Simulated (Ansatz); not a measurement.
**CH₅AlOS₂: a ladder of functionals and wavefunction methods**

The task here is to estimate one member of a computed series from the others.

The runs use Ansatz 0.2.0, Gaussian basis; functionals in def2-TZVPP, the program's frozen cores in correlated methods.

The runs, in order: LDA (SPW92), PBE-D4, revPBE-D4, BLYP-D4, r2SCAN-D4, B97M-V, PBE0-D4, B3LYP-D4, r2SCANh-D4, r2SCAN0-D4, HSE06-D4, BHLYP-D4, CAM-B3LYP-D4, LC-ωPBE, ωB97X-V, ωB97M-V, B2PLYP, PBE-QIDH; CCSD(T)/def2-SVP; CCSD(T)/def2-TZVPP; MP2/def2-QZVPP; extrapolation to the limit; RPA on PBE.

### The relaxed structure

All runs share one geometry, relaxed beforehand with PBE0-D4 in a triple-zeta def2 set.

10 atoms, charge 0, spin multiplicity 1.

Atoms are counted from 1 here; the program's logs count them from 0.

Bond lengths: O1–C2 1.363 Å, O1–H6 0.968 Å, C2–Al3 1.981 Å, C2–S4 1.963 Å, C2–S5 1.803 Å, Al3–S4 2.452 Å, Al3–H7 1.580 Å, Al3–H8 1.584 Å, S4–H9 1.346 Å, S5–H10 1.345 Å. Angles: C2–O1–H6 109.6°, O1–C2–Al3 123.7°, O1–C2–S4 112.4°, O1–C2–S5 115.0°, Al3–C2–S4 76.9°, Al3–C2–S5 117.5°, S4–C2–S5 100.1°, C2–Al3–S4 51.2°, C2–Al3–H7 117.0°, C2–Al3–H8 116.4°, S4–Al3–H7 113.0°, S4–Al3–H8 106.9°, H7–Al3–H8 125.8°, C2–S4–Al3 51.9°, C2–S4–H9 93.6°, Al3–S4–H9 87.9°, C2–S5–H10 96.1°.

The first run:

File in.yaml:

```yaml
crystal:
  periodic: [false, false, false]
  atoms:
    - {symbol: O, position_ang: [-1.294811, -0.035949, -1.104726]}
    - {symbol: C, position_ang: [-0.182884, 0.248404, -0.370382]}
    - {symbol: Al, position_ang: [0.852171, -1.112736, 0.629770]}
    - {symbol: S, position_ang: [-0.606634, 0.654640, 1.502948]}
    - {symbol: S, position_ang: [0.670250, 1.767262, -0.836998]}
    - {symbol: H, position_ang: [-1.725037, 0.787659, -1.375290]}
    - {symbol: H, position_ang: [2.387333, -0.817918, 0.861274]}
    - {symbol: H, position_ang: [0.121567, -2.491227, 0.905452]}
    - {symbol: H, position_ang: [-1.593170, -0.259433, 1.566441]}
    - {symbol: H, position_ang: [1.454315, 1.208296, -1.775490]}
basis:
  gaussian: {orbitals: def2-TZVPP}
hamiltonian: {xc: lda}
output: {orbitals: {seedname: orbitals}}
```

Steps of the session up to this table: LDA; PBE-D4 (GGA); revPBE-D4 (GGA); BLYP-D4 (GGA); r2SCAN-D4 (meta-GGA); B97M-V (meta-GGA); PBE0-D4 (hybrid); B3LYP-D4 (hybrid); r2SCANh-D4 (hybrid); r2SCAN0-D4 (hybrid); HSE06-D4 (hybrid); BHLYP-D4 (hybrid); CAM-B3LYP-D4 (range-separated); LC-ωPBE (range-separated); ωB97X-V (range-separated); ωB97M-V (range-separated); B2PLYP (double hybrid); PBE-QIDH (double hybrid).

One of the session's tables, all rows but one given; the rest of the session is left out.

It belongs to the step «Frontier levels by functional». 

| functional | HOMO (eV) | gap (eV) |
| --- | --- | --- |
| LDA (SPW92) | -6.11 | 4.13 |
| PBE-D4 | -5.98 | 4.23 |
| revPBE-D4 | -5.93 | 4.27 |
| BLYP-D4 | -5.85 | 4.22 |
| r2SCAN-D4 | -6.23 | 4.68 |
| B97M-V | -6.33 | 4.78 |
| PBE0-D4 | -7.15 | 6.35 |
| B3LYP-D4 | -6.95 | 5.91 |
| r2SCANh-D4 | -6.66 | 5.47 |
| r2SCAN0-D4 | -7.31 | 6.63 |
| HSE06-D4 | -6.75 | 5.57 |
| BHLYP-D4 | -8.23 | 8.38 |
| CAM-B3LYP-D4 | -8.44 | 8.71 |
| LC-ωPBE | -9.74 | 11.15 |
| ωB97X-V | -9.42 | 10.69 |
| ωB97M-V | ? | ? |

**Question.** Estimate the row for ωB97M-V.

As computed: HOMO (eV): -9.27; gap (eV): 10.28. In the column «HOMO (eV)» it lies between ωB97X-V (-9.42) and CAM-B3LYP-D4 (-8.44).
